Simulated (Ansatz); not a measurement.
Sn3Se in Ansatz: the effect of functional

The system is Sn3Se.

```
Sn Se
1.0
     0.00000    3.68268    3.68268
     3.68268    0.00000    3.68268
     3.68268    3.68268    0.00000
Sn Se
3 1
Direct
  0.50000 0.50000 0.50000
  0.75000 0.75000 0.75000
  0.25000 0.25000 0.25000
  0.00000 0.00000 0.00000
```

The cell comes from a database or a generator and needn't be the stable form of this composition.

The cell isn't the ideal one: volume scaled by 0.96.

Alike in all runs:

| Quantity | Value |
| --- | --- |
| Program | Ansatz 0.2.0 |
| Task | single point |
| Potentials or basis | Ansatz PAW |
| k mesh | 6 × 6 × 6 |
| Occupations | fermi-dirac, width 0.05 eV |
| Spin | no spin polarisation |

```csv
functional,cutoff,pressure (GPa)
r2SCAN,500 eV (not typed: the program's choice for these potentials),0.9
PBE,420 eV (not typed: the program's choice for these potentials),?
LDA,420 eV (not typed: the program's choice for these potentials),-2.6
```

What does the run with functional PBE give?

Pressure 2.0 GPa.

Caveats: the PAW data sets come from PBE, with cores solved anew for the run's functional, which leaves a small shift of forces and pressure (some runs).
